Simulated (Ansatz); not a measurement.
The system is LiMgBN2.

```xyz
5
Lattice="-1.9097 1.9097 4.4435 1.9097 -1.9097 4.4435 1.9097 1.9097 -4.4435" Properties=species:S:1:pos:R:3 pbc="T T T"
Mg    0.0000    1.9097    2.2218
N     0.0000    0.0000    3.0992
N     0.0000    0.0000    5.7878
B     0.0000    0.0000    4.4435
Li    1.9097    0.0000    2.2218
```

The cell comes from a database or a generator and needn't be the stable form of this composition.

| Quantity | Value |
| --- | --- |
| Program | Ansatz 0.2.0 |
| Task | single point |
| Functional | PBE |
| Potentials or basis | Ansatz PAW |
| Cutoff | 420 eV (not typed: the program's choice for these potentials) |
| k mesh | 10 × 10 × 10 |
| Occupations | fermi-dirac, width 0.05 eV |
| Spin | no spin polarisation |

On this cell: pressure -0.3 GPa; largest force 0.059 eV/Å; band gap on the k mesh 2.60 eV, indirect (least direct gap 3.55 eV).

The same run follows on a disturbed copy (atoms moved at random, drawn with an rms of 0.05 Å):

```
CELL_PARAMETERS angstrom
-1.90966 1.90966 4.44352
1.90966 -1.90966 4.44352
1.90966 1.90966 -4.44352
ATOMIC_POSITIONS crystal
Mg 0.74960 0.23492 0.48888
N 0.35015 0.33797 0.98510
N 0.65251 0.65500 0.99827
B 0.49882 0.51127 0.00849
Li 0.25309 0.76505 0.51439
```

**Question.** What does the disturbed cell give?

**Answer.** The energy moves by +14.0 meV/atom; pressure -0.3 GPa; largest force 1.420 eV/Å; band gap on the k mesh 2.55 eV, indirect (least direct gap 3.48 eV).

Forces on the atoms (eV/Å):
```
Mg   0.653 -0.090  0.267
N    0.431  0.062 -0.629
N   -0.072  0.035 -0.933
B   -0.589  0.016  1.292
Li  -0.423 -0.023  0.002
```

Stress tensor (GPa, compression positive):
```
 0.62  0.01  1.83
 0.01 -0.76  0.10
 1.83  0.10 -0.86
```

A k mesh can miss the band edges.
